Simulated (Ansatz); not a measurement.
**BGeH6 (doublet): the correlation ladder at distance B1–H4 along a hydrogen transfer = 1.194 Å, cc-pVDZ**

How much of the correlation energy of BGeH6 (doublet) does each wave-function method recover here?

Computed with Ansatz 0.2.0, Gaussian basis. Level: cc-pVDZ, core rule «outside noble gas», up to 15 orbitals frozen.

To be run: UHF; CCSD(T) on ROHF; CCSD(T) on UHF; BCCD(T) on ROHF; CISD; CCSDT(Q) on ROHF; CCSDT(Q) on UHF; CASSCF and MRCISD+Q, 3 electrons in 3 orbitals; CASSCF and NEVPT2, 3 electrons in 3 orbitals; CASSCF and MRCISD+Q, 9 electrons in 9 orbitals; CASSCF and MRCISD+Q(relaxed), 9 electrons in 9 orbitals; CASSCF and NEVPT2, 9 electrons in 9 orbitals.

## 1. The geometry

The geometry derives from fragments relaxed apart (PBE0/def2-TZVP) and kept rigid, so it is no stationary point. A hydrogen atom is moved between rigid fragments. No spin-orbit coupling is included. The filled d shell of Ge may be among the frozen orbitals whatever the setting's name suggests; the logs give the count.

8 atoms, charge 0, spin multiplicity 2.

Atoms are counted from 1 here; the program's logs count them from 0.

Bond lengths: B1–H2 1.193 Å, B1–H3 1.193 Å, B1–H4 1.193 Å, H4–Ge5 1.877 Å, Ge5–H6 1.539 Å, Ge5–H7 1.539 Å, Ge5–H8 1.539 Å. Angles: H2–B1–H3 120.0°, H2–B1–H4 120.0°, H3–B1–H4 120.0°, B1–H4–Ge5 180.0°, H4–Ge5–H6 107.7°, H4–Ge5–H7 107.7°, H4–Ge5–H8 107.7°, H6–Ge5–H7 111.2°, H6–Ge5–H8 111.2°, H7–Ge5–H8 111.2°.

## 2. UHF

The input, in.yaml:

```yaml
crystal:
  periodic: [false, false, false]
  atoms:
    - {symbol: B, position_ang: [-2.611270, 0.000000, -0.000001]}
    - {symbol: H, position_ang: [-3.208003, 1.033572, -0.000001]}
    - {symbol: H, position_ang: [-3.208003, -1.033571, -0.000002]}
    - {symbol: H, position_ang: [-1.417805, 0.000000, -0.000001]}
    - {symbol: Ge, position_ang: [0.458730, 0.000000, 0.000000]}
    - {symbol: H, position_ang: [0.927398, -1.465915, 0.000000]}
    - {symbol: H, position_ang: [0.927400, 0.732957, -1.269519]}
    - {symbol: H, position_ang: [0.927398, 0.732957, 1.269520]}
basis:
  gaussian: {orbitals: cc-pVDZ}
magnetization: {spin_polarized: true, initial_magnetization: 1}
hamiltonian: {xc: hf}
output: {orbitals: {seedname: orbitals}}
```

The run is started by

```sh
$ ansatz run in.yaml --threads 1 --pin off --events-out ev --progress --plain --max-ram 2816MiB --backend cpu
```

Further steps of the session: CCSD(T) on ROHF; CCSD(T) on UHF; BCCD(T) on ROHF; CISD; CCSDT(Q) on ROHF; CCSDT(Q) on UHF; CASSCF and MRCISD+Q, 3 electrons in 3 orbitals; CASSCF and NEVPT2, 3 electrons in 3 orbitals; CASSCF and MRCISD+Q, 9 electrons in 9 orbitals; CASSCF and MRCISD+Q(relaxed), 9 electrons in 9 orbitals; CASSCF and NEVPT2, 9 electrons in 9 orbitals.

Q: Predict the results of all the runs planned. Wanted: UCCSDT(Q) below the RHF energy; RMP2 from UCCSDT(Q); UMP2 from UCCSDT(Q); RCCSD from UCCSDT(Q); RCCSD(T) from UCCSDT(Q); UCCSD(T) from UCCSDT(Q); RCCSDT(Q) from UCCSDT(Q); NEVPT2 pair from UCCSDT(Q); MRCISD+Q pair from UCCSDT(Q).

As calculated:

```
                         quantity                                                                                                                 value
   UCCSDT(Q) below the RHF energy                                                                                                            -6.8383 eV
              RMP2 from UCCSDT(Q)                                                                                                           +1496.1 meV
              UMP2 from UCCSDT(Q)                                                                                                           +1498.9 meV
             RCCSD from UCCSDT(Q)                                                                                                            +161.3 meV
          RCCSD(T) from UCCSDT(Q)                                                                                                             +35.3 meV
          UCCSD(T) from UCCSDT(Q)                                                                                                             +32.2 meV
         RCCSDT(Q) from UCCSDT(Q)                                                                                                              +3.6 meV
       NEVPT2 pair from UCCSDT(Q)                                                                                                           +1485.6 meV
     MRCISD+Q pair from UCCSDT(Q)                                                                                                             +40.0 meV
   NEVPT2 frontier from UCCSDT(Q)                                                                                                           +1374.6 meV
levels within 1 kcal/mol (43 meV)  RCCSD(T), UCCSD(T), BCCD(T), RCCSDT, UCCSDT, RCCSDT(Q), MRCISD+Q pair, MRCISD+Q frontier, MRCISD+Q(relaxed) frontier
                    T1 diagnostic                                                                                                                 0.014
```

**Reading.** RCCSD(T) lands +35.3 meV from the yardstick (0.5 % of the correlation energy). Of the multireference levels listed MRCISD+Q(relaxed) frontier comes nearest in total energy (+1.5 meV), which doesn't show that its space is the better one. These misses are within one basis, not against nature; the frozen cores of restricted and unrestricted runs differ, which can shift their rows.
